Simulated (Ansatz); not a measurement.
# The Cu+ ion: how energies converge with the basis set

The task here is to estimate one member of a computed series from the others.

The runs use Ansatz 0.2.0, Gaussian basis; one geometry, several basis sets.

Levels to be run: PBE0/def2-SVP; ωB97M-V/def2-SVP; PBE0/def2-QZVPP; ωB97M-V/def2-QZVPP; the functionals' def2-TZVPP values are taken from earlier runs.

## The atom

1 atom, charge 1, spin multiplicity 1.

The first run:

in.yaml reads:

```yaml
crystal:
  periodic: [false, false, false]
  atoms:
    - {symbol: Cu, position_ang: [0.000000, 0.000000, 0.000000]}
basis:
  gaussian: {orbitals: def2-SVP}
total_charge: 1
hamiltonian: {xc: pbe0}
output: {orbitals: {seedname: orbitals}}
```

Steps of the session up to this table: PBE0 in def2-SVP; ωB97M-V in def2-SVP; PBE0 in def2-QZVPP; ωB97M-V in def2-QZVPP.

One of the session's tables, all rows but one given; the rest of the session is left out.

It belongs to the step «Functionals by basis». 

```
functional       basis  HOMO (eV)  LUMO (eV)
      PBE0    def2-SVP     -15.15      -9.57
      PBE0  def2-TZVPP     -15.98     -10.16
      PBE0  def2-QZVPP     -15.95     -10.17
   ωB97M-V    def2-SVP     -17.70      -7.84
   ωB97M-V  def2-TZVPP     -18.63      -8.15
   ωB97M-V  def2-QZVPP          ?          ?
```

**Question.** Estimate the row for ωB97M-V, def2-QZVPP.

**Answer.** HOMO (eV): -18.61; LUMO (eV): -8.15. In the column «HOMO (eV)» it lies between ωB97M-V, def2-TZVPP (-18.63) and ωB97M-V, def2-SVP (-17.70).
